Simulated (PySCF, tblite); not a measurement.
# C2H13Ge3N: geometry, infrared bands, NMR shifts, electronic excitations and core binding energies

Aim: predict the infrared bands, NMR shifts, electronic excitations and core binding energies of C2H13Ge3N (`C[N](C)[GeH]([GeH3])[GeH3]`).

Computed with tblite 0.8.0 and PySCF 2.14.0, with density-fitted response routines of our own, on a single molecule in the gas phase. Atoms count from 0, in the outputs and in this text.

## 1. The molecule as given

19 atoms, charge 0, multiplicity 1; geometry from: GFN2-xTB.

Bonds of the start (Å): C0–N1 1.45, N1–C2 1.45, N1–Ge3 1.85, Ge3–Ge4 2.43, Ge3–Ge5 2.40, C0–H6 1.09, C0–H7 1.10, C0–H8 1.09, C2–H9 1.09, C2–H10 1.10, C2–H11 1.09, Ge3–H12 1.53, Ge4–H13 1.51, Ge4–H14 1.51, Ge4–H15 1.50, Ge5–H16 1.50, Ge5–H17 1.50, Ge5–H18 1.51.

## 2. Harmonic vibrations with GFN2-xTB

The job: settings as JSON, then the geometry in Å.

```
{"job": {"kind": "ir", "xc": "GFN2-xTB", "basis": "xTB"}, "charge": 0, "multiplicity": 1}
C     -1.992175    -1.051889    -0.380299
N     -1.206169     0.122112    -0.075288
C     -1.342684     0.504920     1.312478
Ge     0.490417     0.178926    -0.814734
Ge     1.843883    -1.766877    -0.279054
Ge     1.392227     2.331479    -0.275966
H     -3.047637    -0.849559    -0.181171
H     -1.692848    -1.927135     0.215056
H     -1.875543    -1.292889    -1.436977
H     -0.730863     1.389650     1.504674
H     -1.038426    -0.292889     2.004851
H     -2.385991     0.755392     1.523137
H      0.150219     0.098676    -2.302648
H      2.215032    -1.869790     1.177380
H      1.165413    -3.077780    -0.573823
H      3.158990    -1.859619    -0.996828
H      2.474028     2.772868    -1.218924
H      0.376834     3.434345    -0.291775
H      2.035491     2.409307     1.082448
```

What it wrote:

```text
mode    cm-1     km/mol
  1     -33.2      0.10
  2      38.5      0.95
  3      53.4      1.42
  4      62.3      1.33
  5      85.4      0.83
  6      89.7      0.66
  7     195.4      9.96
  8     197.8      2.85
  9     226.0      1.99
 10     249.6      2.56
 11     281.9      6.67
 12     292.1     32.04
 13     334.5     21.60
 14     338.5     21.79
 15     361.1     16.91
 16     393.8     35.10
 17     397.3     15.66
 18     515.0     56.59
 19     598.9    682.07
 20     666.0    260.32
 21     775.8    828.83
 22     794.3    293.42
 23     860.6     28.14
 24     866.3     71.71
 25     869.0    198.80
 26     870.8    197.40
 27     968.9     57.43
 28    1048.9      0.30
 29    1085.4      1.56
 30    1130.1      9.45
 31    1185.3     42.04
 32    1230.8     12.60
 33    1412.9      0.54
 34    1421.3      0.75
 35    1469.8      2.55
 36    1479.7      4.72
 37    1497.5      6.99
 38    1505.8      2.86
 39    1784.2    428.66
 40    1886.7    254.81
 41    1907.9    226.82
 42    1981.0    453.10
 43    2000.0    352.39
 44    2005.5    715.34
 45    2023.6    659.03
 46    2845.4     65.10
 47    2855.4     74.54
 48    2949.5     13.50
 49    2953.0     55.02
 50    2955.8    100.09
 51    2989.1     32.70
```

The strongest bands and the atoms that carry them (share of the mass-weighted mode):

| cm⁻¹ | km/mol | atoms |
| --- | --- | --- |
| 599 | 682.1 | H12 78 % |
| 776 | 828.8 | H18 18 %, H16 17 %, H17 16 %, H12 13 % |
| 794 | 293.4 | H14 19 %, H13 18 %, H15 16 %, H17 15 % |
| 1784 | 428.7 | H12 97 % |
| 1981 | 453.1 | H13 47 %, H14 43 % |
| 2000 | 352.4 | H16 33 %, H18 31 %, H15 19 %, H14 12 % |
| 2006 | 715.3 | H15 53 %, H18 15 %, H13 10 %, H17 10 % |
| 2024 | 659.0 | H17 61 %, H16 30 % |

## 3. Geometry optimisation at PBE0-D3(BJ)/def2-SVP

Settings changed since step 2:

```diff
@@ -1,2 +1,2 @@
-{"job": {"kind": "ir", "xc": "GFN2-xTB", "basis": "xTB"}, "charge": 0, "multiplicity": 1}
+{"job": {"xc": "PBE0", "basis": "def2-SVP", "d3": "d3bj", "grid": 1, "kind": "geom"}, "charge": 0, "multiplicity": 1}
 C     -1.992175    -1.051889    -0.380299
```

What it wrote:

```text
step   0  E = -6367.96830966  max force = 0.014249
step   1  E = -6367.97586858  max force = 0.004907
step   2  E = -6367.97650337  max force = 0.001033
step   3  E = -6367.97656563  max force = 0.000476
step   4  E = -6367.97663117  max force = 0.000858
step   5  E = -6367.97664877  max force = 0.000865
step   6  E = -6367.97665670  max force = 0.000340
optimisation converged
```

It took 3.4 min on 1 thread, shared host.

Step by step:

| step | energy from step 0 (eV) | largest force component (eV/Å) |
| --- | --- | --- |
| 0 | 0.0000 | 0.7327 |
| 1 | -0.2057 | 0.2523 |
| 2 | -0.2230 | 0.0531 |
| 3 | -0.2247 | 0.0245 |
| 4 | -0.2264 | 0.0441 |
| 5 | -0.2269 | 0.0445 |
| 6 | -0.2271 | 0.0175 |

Close pairs (by a distance rule), those that changed most:

| bond | before (Å) | after (Å) | change (Å) |
| --- | --- | --- | --- |
| Ge4–H15 | 1.501 | 1.542 | +0.041 |
| Ge5–H17 | 1.499 | 1.540 | +0.041 |
| Ge5–H16 | 1.501 | 1.541 | +0.039 |
| Ge4–H14 | 1.505 | 1.542 | +0.037 |
| Ge5–H18 | 1.505 | 1.541 | +0.036 |
| Ge4–H13 | 1.507 | 1.543 | +0.036 |
| Ge3–Ge5 | 2.395 | 2.429 | +0.034 |
| Ge3–H12 | 1.528 | 1.545 | +0.016 |

The final coordinates are the input of the step that follows.

| at the end point | value |
| --- | --- |
| point group (found at 0.08 Å tolerance) | C1 |
| rotational constants (GHz, main isotopes) | 1.031, 0.696, 0.480 |
| dipole moment (D) | 0.68 |

## 4. NMR shieldings: PBE0/pcSseg-1

The job: settings as JSON, then the geometry in Å.

```
{"job": {"kind": "nmr", "xc": "PBE0", "basis": "pcSseg-1"}, "charge": 0, "multiplicity": 1}
C     -2.330910    -1.101717    -0.513223
N     -1.452677    -0.040070    -0.092587
C     -1.538984     0.258115     1.313268
Ge     0.203640     0.070438    -0.908068
Ge     1.716149    -1.722099    -0.218889
Ge     1.183559     2.226340    -0.367785
H     -3.377621    -0.853559    -0.257860
H     -2.106519    -2.085255    -0.045029
H     -2.284398    -1.234265    -1.605345
H     -0.915313     1.129977     1.568705
H     -1.225764    -0.579298     1.974656
H     -2.579287     0.513320     1.586458
H     -0.075335    -0.045079    -2.422999
H      2.024201    -1.593285     1.287051
H      1.101836    -3.115435    -0.462585
H      3.050723    -1.639965    -0.987662
H      2.315061     2.535218    -1.366752
H      0.129689     3.346801    -0.437967
H      1.787346     2.204963     1.050236
```

Method: GIAO PBE0/pcSseg-1 NMR shielding, non-relativistic, gas phase.

What it wrote:

```text
coarse grid: 69864 points
cycle   1  E = -6368.0411716481  dE = -1.843e+00  |g| = 1.440e+00  |ddm| = 4.038e+00
cycle   2  E = -6367.9607230269  dE =  8.045e-02  |g| = 1.457e+00  |ddm| = 1.450e+00
cycle   3  E = -6368.1517868037  dE = -1.911e-01  |g| = 2.591e-01  |ddm| = 1.098e+00
cycle   4  E = -6368.1640180723  dE = -1.223e-02  |g| = 1.032e-01  |ddm| = 3.033e-01
cycle   5  E = -6368.1660037395  dE = -1.986e-03  |g| = 1.193e-02  |ddm| = 1.017e-01
cycle   6  E = -6368.1660381153  dE = -3.438e-05  |g| = 3.269e-03  |ddm| = 1.903e-02
cycle   7  E = -6368.1660411487  dE = -3.033e-06  |g| = 1.130e-03  |ddm| = 4.477e-03
final grid: 142360 points
cycle   8  E = -6368.1660150987  dE = -1.050e-09  |g| = 1.455e-03  |ddm| = 2.357e-03
cycle   9  E = -6368.1660149492  dE =  1.495e-07  |g| = 1.891e-03  |ddm| = 2.187e-03
cycle  10  E = -6368.1660153116  dE = -3.624e-07  |g| = 1.301e-04  |ddm| = 1.271e-03
cycle  11  E = -6368.1660153151  dE = -3.540e-09  |g| = 2.288e-05  |ddm| = 1.431e-04
cycle  12  E = -6368.1660153153  dE = -1.164e-10  |g| = 3.168e-06  |ddm| = 2.362e-05
converged SCF energy = -6368.1660153153

GIAO shielding tensors (ppm)
atom      isotropic    diamagn.    paramagn.     s11        s22        s33       span
  0 C      139.821     244.157    -104.335    116.395    118.213    184.856     68.461
  1 N      248.007     330.203     -82.195    208.292    261.642    274.088     65.797
  2 C      141.567     247.136    -105.569    119.660    122.260    182.782     63.121
  3 Ge    1401.399    2758.097   -1356.698   1233.308   1313.458   1657.431    424.123
  4 Ge    1690.335    2757.698   -1067.364   1667.840   1700.480   1702.684     34.844
  5 Ge    1653.394    2757.343   -1103.949   1623.364   1650.908   1685.909     62.545
  6 H       28.836      28.401       0.435     23.941     25.702     36.865     12.924
  7 H       28.883      29.783      -0.900     23.473     27.489     35.688     12.214
  8 H       28.658      29.792      -1.134     23.688     26.525     35.760     12.072
  9 H       28.852      32.176      -3.324     22.692     29.685     34.179     11.487
 10 H       29.017      31.349      -2.332     23.952     27.540     35.559     11.606
 11 H       28.912      29.822      -0.909     24.513     25.490     36.734     12.221
 12 H       26.333      30.711      -4.378     20.327     21.795     36.878     16.551
 13 H       27.637      29.518      -1.881     21.135     23.452     38.324     17.190
 14 H       27.453      29.095      -1.642     20.448     22.836     39.075     18.627
 15 H       27.981      29.043      -1.062     21.360     22.979     39.603     18.243
 16 H       27.704      28.709      -1.005     21.138     22.565     39.410     18.272
 17 H       27.454      28.792      -1.339     20.745     22.467     39.150     18.405
 18 H       27.546      29.241      -1.695     21.040     23.469     38.128     17.088
```

Run time: 51 s. Hardware: 1 thread, shared host.

Shifts follow as δ = σ(reference) − σ, with reference shieldings (ppm) from runs at the same level and on the same kind of geometry: 1H TMS 31.27, 13C TMS 184.4, 15N NH3 265.7, 73Ge GeMe4 1330. The references are single molecules in the gas phase, so shifts against H2O, NH3, PH3, H3PO4 or CFCl3 are not on the usual liquid scales and can be off by tens of ppm. Atoms listed in one row are averaged.

| atoms | environment | σ (ppm) | δ (ppm) |
| --- | --- | --- | --- |
| C0, C2 | methyl carbon bonded to N | 140.7 | 43.7 |
| H12 | hydrogen on a germanium bonded to 2 Ge, N | 26.33 | 4.93 |
| H13, H14, H15, H16, H17, H18 | hydrogen on a germanium bonded to Ge | 27.63 | 3.64 |
| H6, H7, H8, H9, H10, H11 | hydrogen on a methyl carbon bonded to N | 28.86 | 2.41 |
| N1 | nitrogen bonded to 2 C, Ge | 248.0 | 17.7 |
| Ge3 | germanium bonded to 2 Ge, N, H | 1401 | -71 |
| Ge4, Ge5 | germanium bonded to Ge, 3 H | 1672 | -342 |

The run also stored atomic charges by several schemes (e):

| atoms | Mulliken | IAO | Hirshfeld | ESP fit |
| --- | --- | --- | --- | --- |
| C0, C2 | -0.08 | -0.29 | -0.08 | -0.38 |
| N1 | -0.84 | -0.44 | -0.18 | -0.19 |
| Ge3 | 0.30 | 0.40 | 0.23 | 0.22 |
| Ge4, Ge5 | -0.02 | 0.16 | 0.19 | 0.05 |

Mayer bond orders: C0–N1 0.97, N1–C2 0.97, N1–Ge3 0.83, Ge3–Ge4 0.86, Ge3–Ge5 0.91.

## 5. Ultraviolet spectrum: wB97X-D/def2-SVPD

Settings changed since step 4:

```diff
@@ -1,2 +1,2 @@
-{"job": {"kind": "nmr", "xc": "PBE0", "basis": "pcSseg-1"}, "charge": 0, "multiplicity": 1}
+{"job": {"kind": "uv", "xc": "wB97X-D", "basis": "def2-SVPD", "ip": true}, "charge": 0, "multiplicity": 1}
 C     -2.330910    -1.101717    -0.513223
```

Level: TDDFT wB97X-D/def2-SVPD, vertical, gas phase, core orbitals frozen in the response.

What it wrote:

```text
coarse grid: 69864 points
cycle   1  E = -6369.0156751372  dE = -1.660e+00  |g| = 6.247e-01  |ddm| = 5.308e+00
cycle   2  E = -6369.0218762464  dE = -6.201e-03  |g| = 6.333e-01  |ddm| = 1.455e+00
cycle   3  E = -6369.0719007515  dE = -5.002e-02  |g| = 5.378e-02  |ddm| = 6.930e-01
cycle   4  E = -6369.0724445280  dE = -5.438e-04  |g| = 3.515e-02  |ddm| = 1.107e-01
cycle   5  E = -6369.0727026249  dE = -2.581e-04  |g| = 3.664e-03  |ddm| = 5.557e-02
cycle   6  E = -6369.0727083664  dE = -5.742e-06  |g| = 8.908e-04  |ddm| = 1.967e-02
final grid: 142360 points
cycle   7  E = -6369.0717912679  dE = -2.384e-06  |g| = 7.612e-04  |ddm| = 1.561e-02
cycle   8  E = -6369.0717913700  dE = -1.022e-07  |g| = 6.122e-04  |ddm| = 3.341e-03
cycle   9  E = -6369.0717914115  dE = -4.151e-08  |g| = 9.441e-05  |ddm| = 8.087e-04
cycle  10  E = -6369.0717914159  dE = -4.366e-09  |g| = 3.867e-05  |ddm| = 5.056e-04
cycle  11  E = -6369.0717914166  dE = -6.903e-10  |g| = 1.561e-05  |ddm| = 1.890e-04
converged SCF energy = -6369.0717914166

Static polarisability (au): isotropic 136.353, principal 117.313 140.005 151.741

Singlet excitations
state   eV       nm        f      main configurations
  1   5.0936    243.4   0.01937   H->L+1 0.58, H->L 0.28
  2   5.7048    217.3   0.13102   H->L 0.59, H->L+1 0.19
  3   5.8610    211.5   0.02134   H->L+3 0.78, H->L+1 0.11
  4   6.0215    205.9   0.08448   H->L+2 0.72
  5   6.3528    195.2   0.00156   H->L+4 0.53, H->L+5 0.23
  6   6.5717    188.7   0.01317   H->L+5 0.66, H->L+4 0.21
  7   6.7849    182.7   0.05702   H-1->L+1 0.33, H-1->L 0.24, H->L+7 0.22
  8   6.9056    179.5   0.02698   H->L+6 0.68
  9   6.9879    177.4   0.02993   H->L+7 0.54, H-1->L 0.09
 10   7.2085    172.0   0.19520   H-1->L 0.32, H->L+8 0.23, H-1->L+1 0.17

Triplet excitations (Tamm-Dancoff, eV): 4.7786 5.2441 5.6688 5.7570
Vertical ionisation energy (delta-SCF) = 7.7852 eV
```

Wall time 3 min (1 thread, shared host).

The orbitals next to the gap, with their largest atomic shares:

| orbital | eV | atoms |
| --- | --- | --- |
| HOMO−3 | -11.15 | N1 20 %, Ge4 14 %, Ge3 13 % |
| HOMO−2 | -10.43 | Ge3 28 %, Ge4 16 %, H12 15 % |
| HOMO−1 | -9.62 | Ge3 27 %, Ge5 25 %, Ge4 11 % |
| HOMO | -7.87 | N1 48 %, Ge4 9 %, Ge3 9 % |
| LUMO | 1.34 | Ge5 25 %, Ge4 22 %, Ge3 15 % |
| LUMO+1 | 1.62 | Ge4 23 %, Ge3 16 %, Ge5 10 % |
| LUMO+2 | 1.81 | Ge5 30 %, Ge3 16 %, Ge4 15 % |

With each of the 10 states as a Gaussian band of 0.4 eV half-width at 1/e, the curve within the window shown has maxima at 213 nm (ε 8,500), 174 nm (ε 11,000) L/(mol cm). Beyond the last state computed it falls off for lack of states. The curve at chosen wavelengths:

(nm, ε (L/mol/cm)): (165, 4929), (169, 8504), (174, 10661), (178, 9792), (183, 7114), (187, 5082), (191, 3889), (196, 3960), (200, 5062), (205, 6914), (209, 8058), (213, 8454), (218, 7778), (222, 6558), (227, 4764), (231, 3482), (235, 2499), (240, 1685), (244, 1273), (249, 924), (253, 712), (257, 537), (262, 358), (266, 247), (271, 146), (275, 92)

Ground-state properties from the same run:

| property | computed |
| --- | --- |
| dipole moment (D) | 0.58 |
| polarisability (Å³) | 20.21 |
| HOMO–LUMO gap (eV) | 9.21 |
| −ε(HOMO) (eV) | 7.87 |

## 6. Shielding tensors: CAM-B3LYP/pcSseg-1

Settings changed since step 5:

```diff
@@ -1,2 +1,2 @@
-{"job": {"kind": "uv", "xc": "wB97X-D", "basis": "def2-SVPD", "ip": true}, "charge": 0, "multiplicity": 1}
+{"job": {"kind": "nmr", "xc": "CAM-B3LYP", "basis": "pcSseg-1", "pop": false}, "charge": 0, "multiplicity": 1}
 C     -2.330910    -1.101717    -0.513223
```

Level: GIAO CAM-B3LYP/pcSseg-1 NMR shielding, non-relativistic, gas phase.

What it wrote:

```text
coarse grid: 69864 points
cycle   1  E = -6369.2948603569  dE = -1.803e+00  |g| = 1.461e+00  |ddm| = 3.987e+00
cycle   2  E = -6369.2733983404  dE =  2.146e-02  |g| = 1.362e+00  |ddm| = 1.272e+00
cycle   3  E = -6369.4199437639  dE = -1.465e-01  |g| = 1.511e-01  |ddm| = 8.008e-01
cycle   4  E = -6369.4228458217  dE = -2.902e-03  |g| = 6.996e-02  |ddm| = 1.451e-01
cycle   5  E = -6369.4237786871  dE = -9.329e-04  |g| = 5.602e-03  |ddm| = 5.842e-02
cycle   6  E = -6369.4237869491  dE = -8.262e-06  |g| = 1.434e-03  |ddm| = 9.656e-03
final grid: 142360 points
cycle   7  E = -6369.4237567524  dE = -3.523e-07  |g| = 1.219e-03  |ddm| = 3.401e-03
cycle   8  E = -6369.4237568097  dE = -5.734e-08  |g| = 1.364e-03  |ddm| = 2.425e-03
cycle   9  E = -6369.4237570906  dE = -2.809e-07  |g| = 1.287e-04  |ddm| = 1.041e-03
cycle  10  E = -6369.4237570940  dE = -3.409e-09  |g| = 1.876e-05  |ddm| = 1.385e-04
cycle  11  E = -6369.4237570943  dE = -3.120e-10  |g| = 1.097e-05  |ddm| = 7.891e-05
converged SCF energy = -6369.4237570943

GIAO shielding tensors (ppm)
atom      isotropic    diamagn.    paramagn.     s11        s22        s33       span
  0 C      138.147     242.755    -104.607    114.483    116.534    183.426     68.943
  1 N      250.467     329.975     -79.508    210.214    264.255    276.933     66.719
  2 C      140.063     245.780    -105.717    118.152    120.481    181.555     63.403
  3 Ge    1380.037    2757.397   -1377.360   1211.898   1293.650   1634.564    422.665
  4 Ge    1676.151    2756.974   -1080.823   1654.579   1684.624   1689.250     34.672
  5 Ge    1639.198    2756.538   -1117.340   1607.599   1636.628   1673.367     65.768
  6 H       28.901      28.311       0.590     24.013     25.827     36.865     12.852
  7 H       28.986      29.840      -0.854     23.634     27.601     35.721     12.087
  8 H       28.734      29.734      -1.000     23.790     26.640     35.771     11.981
  9 H       28.951      32.275      -3.323     22.833     29.789     34.232     11.398
 10 H       29.117      31.417      -2.299     24.121     27.632     35.599     11.477
 11 H       28.971      29.741      -0.771     24.576     25.604     36.732     12.156
 12 H       26.519      30.766      -4.247     20.522     21.970     37.067     16.545
 13 H       27.753      29.703      -1.950     21.272     23.567     38.419     17.147
 14 H       27.577      29.186      -1.609     20.604     22.974     39.154     18.551
 15 H       28.089      29.091      -1.002     21.486     23.097     39.684     18.197
 16 H       27.814      28.716      -0.902     21.257     22.679     39.507     18.249
 17 H       27.568      28.847      -1.279     20.871     22.624     39.208     18.337
 18 H       27.661      29.394      -1.732     21.182     23.586     38.216     17.034
```

Wall time 68 s (1 thread, shared host).

Key values: δ C0 43.3, N1 16.8, Ge3 -66, Ge4 -343, H12 4.81, H13 3.58 ppm (means over like atoms).

## 7. Core holes by ΔSCF: SCAN, X2C

Settings changed since step 6:

```diff
@@ -1,2 +1,2 @@
-{"job": {"kind": "nmr", "xc": "CAM-B3LYP", "basis": "pcSseg-1", "pop": false}, "charge": 0, "multiplicity": 1}
+{"job": {"kind": "xps"}, "charge": 0, "multiplicity": 1}
 C     -2.330910    -1.101717    -0.513223
```

Level: delta-SCF UKS SCAN, pcX-2 on the ionised atom, pcseg-1 elsewhere, spin-free X2C.

What it wrote:

```text
ground state, core basis on atom 0 (C), 219 functions
  cycle   1  E = -6420.58986215  |g| = 4.56e-01
  cycle   2  E = -6420.45615668  |g| = 8.36e-01
  cycle   3  E = -6420.63690256  |g| = 1.56e-01
  cycle   4  E = -6420.64251862  |g| = 4.64e-02
  cycle   5  E = -6420.64300018  |g| = 1.15e-02
  cycle   6  E = -6420.64304398  |g| = 3.07e-03
  cycle   7  E = -6420.64304411  |g| = 1.21e-03
  cycle   8  E = -6420.64303405  |g| = 2.86e-04
  E(ground) = -6421.04507062 Eh
hole in C 1s of atom 0
  cycle   1  E = -6409.37538698  |g| = 1.50e+00
  cycle   2  E = -6408.18948377  |g| = 2.08e+00
  cycle   3  E = -6409.84584726  |g| = 4.35e-01
  cycle   4  E = -6409.88839496  |g| = 3.33e-01
  cycle   5  E = -6409.93754713  |g| = 8.42e-02
  cycle   6  E = -6409.94011199  |g| = 2.71e-02
  cycle   7  E = -6409.94057581  |g| = 7.87e-03
  cycle   8  E = -6409.94063144  |g| = 3.03e-03
  cycle   9  E = -6409.94063484  |g| = 1.74e-03
  cycle  10  E = -6409.94064215  |g| = 7.28e-04
  cycle  11  E = -6409.94064422  |g| = 2.00e-04
  E(ion) = -6410.34175387 Eh   <S^2> = 0.7712   hole on atom = 1.000   binding energy = 291.252 eV
ground state, core basis on atom 1 (N), 219 functions
  cycle   1  E = -6420.65767829  |g| = 7.42e-02
  cycle   2  E = -6420.65765730  |g| = 2.22e-02
  cycle   3  E = -6420.65765552  |g| = 2.22e-02
  cycle   4  E = -6420.65777810  |g| = 2.36e-03
  cycle   5  E = -6420.65777993  |g| = 1.06e-03
  cycle   6  E = -6420.65777791  |g| = 1.07e-04
  E(ground) = -6421.05841109 Eh
hole in N 1s of atom 1
  cycle   1  E = -6405.07716451  |g| = 1.88e+00
  cycle   2  E = -6403.92920656  |g| = 2.36e+00
  cycle   3  E = -6405.71667672  |g| = 4.76e-01
  cycle   4  E = -6405.79324615  |g| = 1.85e-01
  cycle   5  E = -6405.81339410  |g| = 5.72e-02
  cycle   6  E = -6405.81536589  |g| = 8.37e-03
  cycle   7  E = -6405.81540468  |g| = 4.05e-03
  cycle   8  E = -6405.81541700  |g| = 1.08e-03
  cycle   9  E = -6405.81541869  |g| = 3.73e-04
  E(ion) = -6406.21556281 Eh   <S^2> = 0.7672   hole on atom = 1.000   binding energy = 403.894 eV
```

Wall time 38 s (1 thread, shared host).

Binding energies by hole, beside the orbital energy of the ground state; the difference holds orbital relaxation and, for a density functional, its self-interaction error:

| hole | stands for | environment | ΔSCF (eV) | −ε (eV) | ⟨S²⟩ |
| --- | --- | --- | --- | --- | --- |
| C1s on C0 | C0, C2 | methyl carbon bonded to N | 291.25 | 274.3 | 0.771 |
| N1s on N1 | N1 | nitrogen bonded to 2 C, Ge | 403.89 | 385.8 | 0.767 |

Each hole run stands for the others of its class of like atoms.

## 8. Side by side: NMR shifts

Shifts (ppm), means over like atoms, with basis size and wall time:

| run | C0 | H12 | H13 | H6 | N1 | Ge3 | Ge4 | functions | time |
| --- | --- | --- | --- | --- | --- | --- | --- | --- | --- |
| PBE0/pcSseg-1 | 43.7 | 4.93 | 3.64 | 2.41 | 17.7 | -71 | -342 | 239 | 51 s |
| CAM-B3LYP/pcSseg-1 | 43.3 | 4.81 | 3.58 | 2.38 | 16.8 | -66 | -343 | 239 | 68 s |

## 9. Outcome

| quantity | value |
| --- | --- |
| strongest single infrared mode (GFN2-xTB) | 776 cm⁻¹, 829 km/mol |
| zero-point energy (GFN2-xTB) | 81.5 kcal/mol |
| point group | C1 |
| rotational constants (main isotopes) | 1.03, 0.70, 0.48 GHz |
| 13C shifts against TMS (PBE0/pcSseg-1, means over atoms taken as alike) | 43.7 ppm |
| 1H shifts against TMS (PBE0/pcSseg-1, means over atoms taken as alike) | 4.93, 3.64, 2.41 ppm |
| 15N shifts against NH3 (PBE0/pcSseg-1) | 17.7 ppm |
| 73Ge shifts against GeMe4 (PBE0/pcSseg-1, means over atoms taken as alike) | -71, -342 ppm |
| lowest singlet (wB97X-D/def2-SVPD) | 5.09 eV (243 nm), f = 0.019 |
| brightest single state of those computed | state 10, 7.21 eV, f = 0.195 |
| lowest triplet | 4.78 eV |
| vertical ionisation energy (ΔSCF) | 7.79 eV |
| C1s binding energies, SCAN/pcX-2 | C0 291.25 eV |
| N1s binding energies, SCAN/pcX-2 | N1 403.89 eV |
| range of the shift of Ge3 | -71 to -66 ppm |

What this shows: The lowest mode is imaginary (33i cm⁻¹), so the xTB geometry is not a minimum. The strongest single mode, at 776 cm⁻¹, is spread over several atoms, H18, H16, H17, H12 among them. GFN2-xTB is a fitted tight-binding method: band positions and strengths are rough. Its intensities can rank the bands wrongly. Relaxing lowered the energy by 0.227 eV in 6 steps; the close pair that moved most is Ge4–H15, from 1.501 to 1.542 Å. No frequency check was run at this level, so the end point may be a saddle. At PBE0/pcSseg-1: Shielding is most anisotropic at Ge3 (span 424 ppm, paramagnetic term -1357 ppm). The lowest singlet, at 5.09 eV, is HOMO→LUMO+1 0.58, HOMO→LUMO 0.28 and is weak; of the 10 states computed, the strongest absorption comes from state 10 at 7.21 eV (the last computed, so partners may be missing). The lowest triplet lies 0.32 eV below the lowest singlet (triplets in Tamm-Dancoff, singlets in full TDDFT). The orbital energy would give 7.87 eV for ionisation, ΔSCF gives 7.79 eV. Across the 2 runs the shift of Ge3 moves most, between -71 (PBE0/pcSseg-1) and -66 ppm (CAM-B3LYP/pcSseg-1). Spin-orbit coupling is left out, which matters for shieldings and couplings at and beside the heavy atoms.
